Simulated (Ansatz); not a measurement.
**AlSbH3F (SMILES [F][AlH][SbH2]) at HF/3-21G**

What is the electronic atomisation energy of AlSbH3F at HF/3-21G? 

Program for the calculation: Ansatz 0.2.0.

60 further runs of the same task are left out: 60 set aside as unsound or not needed.

### Step 1. The structure to begin with

The species is AlSbH3F (6 atoms), meant as a singlet with charge 0. As SMILES, `[F][AlH][SbH2]`. The shape is that of a PBE0-D4/def2-TZVP optimisation. This is one conformer, not always the lowest.

Bond lengths: F1–Al2 1.653 Å, Al2–Sb3 2.636 Å, Al2–H4 1.582 Å, Sb3–H5 1.710 Å, Sb3–H6 1.709 Å. Angles: F1–Al2–Sb3 116.3°, F1–Al2–H4 116.4°, Sb3–Al2–H4 127.3°, Al2–Sb3–H5 88.3°, Al2–Sb3–H6 87.8°, H5–Sb3–H6 91.6°.

### Step 2. A single-point energy at HF/3-21G

input.yaml reads:

```yaml
crystal:
  periodic: [false, false, false]
  atoms:
    - symbol: F
      position_ang: [-1.114600, -1.632400, 1.262300]
    - symbol: Al
      position_ang: [-0.336100, -1.039300, -0.069800]
    - symbol: Sb
      position_ang: [1.279900, 1.003700, 0.334800]
    - symbol: H
      position_ang: [-0.594800, -1.800700, -1.431700]
    - symbol: H
      position_ang: [0.842100, 1.592000, -1.209900]
    - symbol: H
      position_ang: [-0.034400, 1.812900, 1.068100]
basis:
  gaussian: {orbitals: 3-21G-spherical.json}
magnetization: {spin_polarized: false}
hamiltonian: {xc: hf}
accuracy: high
output: {orbitals: {seedname: orbitals}}
```

The basis set 3-21G is read from a file made from the Basis Set Exchange's data (not shown).

Run with:

```console
$ ansatz run input.yaml --threads 1 --pin off --max-ram 3480MiB --events-out events.jsonl --progress --plain --runs-dir runs
```

Output:

```text
Warning: RAYON_NUM_THREADS=1 ignored (pool sized by the plan → 1); use --threads N
Functional definition: HF
  name "HF"
  exchange = exact_x
  correlation = 0
1201 factors; integrals over basis functions are off by at most 1.0e-8 eV
mean field evaluation 1: about -180326.4887 eV, gradient 2.9e1 eV
mean field evaluation 2: about -180326.6724 eV, gradient 2.9e1 eV
mean field evaluation 4: about -180328.4641 eV, gradient 1.4e0 eV
mean field evaluation 8: about -180328.4927 eV, gradient 4.2e-5 eV
mean field -180328.49274008 eV, -6626.9498771556 hartree, gradient 2.7e-8 eV, S^2 0.000000; 0 other end points of the search recorded, 0 dependent functions left out
reference -180328.49274008 eV, -6626.9498771556 hartree; 38, 38 occupied and 21, 21 virtual orbitals, 1201 factors
Total energy: -180328.49274008 eV, -6626.9498771556 hartree
```

Run time: 1.5 s. Hardware: 1 thread of Arm Neoverse V1, shared host; peak memory 0.15 GiB.

### Step 3. The Al atom at the same level

run.yaml reads:

```yaml
crystal:
  periodic: [false, false, false]
  atoms:
    - {symbol: Al, position_ang: [0.000000, 0.000000, 0.000000]}
basis:
  gaussian:
    orbitals: 3-21G.json
hamiltonian:
  xc: hf
accuracy: high
magnetization:
  spin_polarized: true
  initial_magnetization: 1
```

The basis set 3-21G is read from a file made from the Basis Set Exchange's data (not shown).

Run the same way, it converges to -240.55105 Eh (log not shown).

### Step 4. The F atom at the same level

molecule.yaml reads:

```yaml
crystal:
  periodic: [false, false, false]
  atoms:
    - symbol: F
      position_ang: [0.000000, 0.000000, 0.000000]
basis:
  gaussian:
    orbitals: 3-21G.json
magnetization:
  spin_polarized: true
  initial_magnetization: 1
total_charge: 0
hamiltonian:
  xc: hf
accuracy: high
```

The basis set 3-21G is read from a file made from the Basis Set Exchange's data (not shown).

Run with:

```console
$ ansatz run molecule.yaml --threads 1 --pin off --max-ram 3480MiB --events-out events.jsonl --progress --plain --runs-dir runs
```

Output:

```text
Warning: RAYON_NUM_THREADS=1 ignored (pool sized by the plan → 1); use --threads N
[... 4 set-up lines as earlier in the session ...]
42 factors; integrals over basis functions are off by at most 1.1e-8 eV
mean field evaluation 1: about -2689.6565 eV, gradient 4.1e0 eV
mean field evaluation 2: about -2689.6568 eV, gradient 4.1e0 eV
mean field evaluation 4: about -2689.7090 eV, gradient 3.8e-1 eV
mean field evaluation 8: about -2689.7097 eV, gradient 1.4e-7 eV
mean field evaluation 16: about -2689.7097 eV, gradient 2.7e-2 eV
mean field -2689.70972651 eV, -98.8450092986 hartree, gradient 5.0e-8 eV, S^2 0.750308; 0 other end points of the search recorded, 0 dependent functions left out
reference -2689.70972651 eV, -98.8450092986 hartree; 5, 4 occupied and 4, 5 virtual orbitals, 42 factors
Total energy: -2689.70972651 eV, -98.8450092986 hartree
```

Run time: 0.04 s. Hardware: 1 thread of Arm Neoverse V1, shared host.

### Step 5. The H atom at the same level

molecule.yaml reads:

```yaml
crystal:
  periodic: [false, false, false]
  atoms:
    - {symbol: H, position_ang: [0.000000, 0.000000, 0.000000]}
basis:
  gaussian:
    orbitals: 3-21G.json
magnetization:
  spin_polarized: true
  initial_magnetization: 1
hamiltonian:
  xc: hf
accuracy: high
```

The basis set 3-21G is read from a file made from the Basis Set Exchange's data (not shown).

Run the same way, it converges to -0.49620 Eh (log not shown).

### Step 6. The Sb atom at the same level

in.yaml reads:

```yaml
crystal:
  periodic: [false, false, false]
  atoms:
    - {symbol: Sb, position_ang: [0.000000, 0.000000, 0.000000]}
basis:
  gaussian: {orbitals: 3-21G-spherical.json}
total_charge: 0
magnetization: {spin_polarized: true, initial_magnetization: 3}
accuracy: high
hamiltonian: {xc: hf}
```

The basis set 3-21G is read from a file made from the Basis Set Exchange's data (not shown).

Run with:

```console
$ ansatz run in.yaml --threads 1 --pin off --max-ram 3480MiB --events-out events.jsonl --progress --plain --runs-dir runs
```

Output:

```text
Warning: RAYON_NUM_THREADS=1 ignored (pool sized by the plan → 1); use --threads N
[... 4 set-up lines as earlier in the session ...]
289 factors; integrals over basis functions are off by at most 4.6e-9 eV
mean field evaluation 1: about -171042.3025 eV, gradient 2.5e0 eV
mean field evaluation 2: about -171042.3280 eV, gradient 2.5e0 eV
mean field evaluation 4: about -171042.4071 eV, gradient 1.3e-1 eV
mean field evaluation 8: about -171042.4074 eV, gradient 2.9e-5 eV
mean field -171042.40738537 eV, -6285.6925347047 hartree, gradient 2.6e-8 eV, S^2 3.750525; 0 other end points of the search recorded, 0 dependent functions left out
reference -171042.40738537 eV, -6285.6925347047 hartree; 27, 24 occupied and 4, 7 virtual orbitals, 289 factors
Total energy: -171042.40738537 eV, -6285.6925347047 hartree
```

It took 0.24 s on 1 thread of Arm Neoverse V1, shared host.

### Step 7. Outcome

At HF/3-21G:

| quantity | value |
| --- | --- |
| molecule: total energy | -6626.94988 Eh |
| molecule: HOMO energy | -9.12 eV |
| molecule: LUMO energy | 1.24 eV |
| molecule: HOMO–LUMO gap | 10.36 eV |
| Al atom: total energy | -240.55105 Eh |
| Al atom: ⟨S²⟩ | 0.750 |
| F atom: total energy | -98.84501 Eh |
| F atom: ⟨S²⟩ | 0.750 |
| H atom: total energy | -0.49620 Eh |
| H atom: ⟨S²⟩ | 0.750 |
| Sb atom: total energy | -6285.69253 Eh |
| Sb atom: ⟨S²⟩ | 3.751 |
| electronic atomisation energy | 10.141 eV |

What this shows: Taking the molecule apart into free atoms costs 10.14 eV (979 kJ/mol), before zero-point energy and without spin-orbit coupling. Hartree–Fock lacks the correlation of the bonding pairs, which as a rule makes this value much too low; in minimal bases other errors can mask that. The basis has no polarisation functions, which makes bonds too weak. Relativity is left out (molecule) although the molecule holds a heavy atom. Relativity is left out (Sb atom) although the molecule holds a heavy atom.
